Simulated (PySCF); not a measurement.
# H6LaN3 (La(NH2)3): the cost of one run

Program: PySCF 2.14.0. Level of theory: BP86, La lcecp-1-SVP with ECP46, N def2-SVP, H def2-SVP; scalar-relativistic core potentials, no spin–orbit coupling. These are calculated values, not measurements.

3 further runs of the same task are left out: 1 for a known fault of the program, 2 that didn't finish.

**1. The starting structure**

10 atoms, charge 0, spin multiplicity 1.

Bond lengths: La1–N2 2.311 Å, La1–N5 2.310 Å, La1–N8 2.310 Å, N2–H3 1.033 Å, N2–H4 1.033 Å, N5–H6 1.033 Å, N5–H7 1.033 Å, N8–H9 1.033 Å, N8–H10 1.033 Å. Angles: N2–La1–N5 120.0°, N2–La1–N8 120.0°, N5–La1–N8 120.1°, La1–N2–H3 127.6°, La1–N2–H4 127.6°, H3–N2–H4 104.7°, La1–N5–H6 127.5°, La1–N5–H7 127.8°, H6–N5–H7 104.7°, La1–N8–H9 127.8°, La1–N8–H10 127.5°, H9–N8–H10 104.7°.

Geometry (Å):

```
La   -0.00146    0.00000    0.00000
N     2.30949   -0.00168   -0.00052
H     2.94063    0.81103    0.08695
H     2.93941   -0.81530   -0.08827
N    -1.15404    1.99032    0.21995
H    -0.75753    2.93828    0.32490
H    -2.17718    2.13132    0.23153
N    -1.15702   -1.98865   -0.21943
H    -2.18037   -2.12816   -0.23055
H    -0.76194   -2.93718   -0.32456
```

Formal oxidation states: La +3. The 4f shell is empty and lies in the core potential. An earlier session relaxed this geometry at BP86, La lcecp-1-SVP with ECP46, N def2-SVP, H def2-SVP (singlet, point group D3h).

Its energy there is -199.480821 Eh.

**2. Multiplicity 3 at the relaxed geometry**

The input, run.py (the lines that set the calculation):

```python
mol = gto.M(atom='''
La    -0.00146     0.00000     0.00000
N      2.30949    -0.00168    -0.00052
H      2.94063     0.81103     0.08695
H      2.93941    -0.81530    -0.08827
N     -1.15404     1.99032     0.21995
H     -0.75753     2.93828     0.32490
H     -2.17718     2.13132     0.23153
N     -1.15702    -1.98865    -0.21943
H     -2.18037    -2.12816    -0.23055
H     -0.76194    -2.93718    -0.32456''',
    basis={'La': 'lcecp-1-SVP', 'N': 'def2-SVP', 'H': 'def2-SVP'},
    ecp={'La': 'lcecp-1-SVP'},
    charge=0, spin=2)
mf = dft.UKS(mol, xc='B88,P86')
mf.grids.atom_grid = (50, 194)  # f atoms: unpruned, at least (60, 302)
mf = mf.density_fit()  # fitting sets: La AutoAux, N def2-universal-JKFIT, H def2-universal-JKFIT
mf.conv_tol = 1e-08; mf.max_cycle = 55
mf.kernel(dm0)  # dm0: free metal ions and neutral atoms
```

On the command line:

```
OMP_NUM_THREADS=2 python run.py
```

**Question.** How long does this run take on 2 threads of Arm Neoverse V1, shared host?

About 30 s.
